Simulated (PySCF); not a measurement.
# CdH: bond curves at several levels of theory

The task here is to estimate one member of a computed series from the others.

Method: Cd def2-SVPD with ECP28, H def2-SVPD, scalar-relativistic core potentials; program: PySCF 2.14.0.

The first run:

A driver script around PySCF takes these settings:

```
atoms                         : Cd, H
charge                        : 0
basis                         : Cd def2-SVPD with ECP28, H def2-SVPD
Hamiltonian                   : scalar-relativistic core potentials
basis functions               : 42
electrons treated             : 21
masses in u                   : 113.9034, 1.0078
levels                        : PBE0, PBE, r²SCAN, PBEsol, LDA, MN15, HF, MP2, SCS-MP2, CCSD, CCSD(T)
grid                          : 80 radial by 434 angular points
occupations                   : held fixed by the projection of orbital angular momentum
dissociation limit            : Cd + H, each in its ground configuration
starting distance in angstrom : 1.720
values of 2S to try           : 1, 3
```

Run with:

```sh
$ OMP_NUM_THREADS=1 python dia.py task.json out
```

Among the steps run: Set-up; PBE0 along the bond; Higher solutions at PBE0; PBE; r²SCAN (meta-GGA); PBEsol (GGA); LDA (local density); MN15; UHF; Correlated methods on the Hartree–Fock reference.

One table of the session follows, with a row left open; its other results are not shown here.

It belongs to the step «Constants by level of theory». 

```
      level  Re (Å)  ωe (cm⁻¹)  De (eV)
        UHF   1.787       1476     0.60
    UHF-MP2   1.729       1539     0.65
UHF-SCS-MP2   1.740       1532     0.67
   UHF-CCSD   1.760       1449     0.80
UHF-CCSD(T)   1.760       1438     0.79
        LDA       ?          ?        ?
        PBE   1.792       1324     0.74
     PBEsol   1.773       1376     0.87
     r²SCAN   1.769       1399     0.96
       PBE0   1.774       1414     0.80
       MN15   1.764       1436     0.74
```

**Question.** Estimate the row for LDA.

The run gave: Re (Å): 1.765; ωe (cm⁻¹): 1388; De (eV): 1.03. In the column «Re (Å)» it lies between MN15 (1.764) and r²SCAN (1.769).

De is counted to Cd + H in their ground configurations.
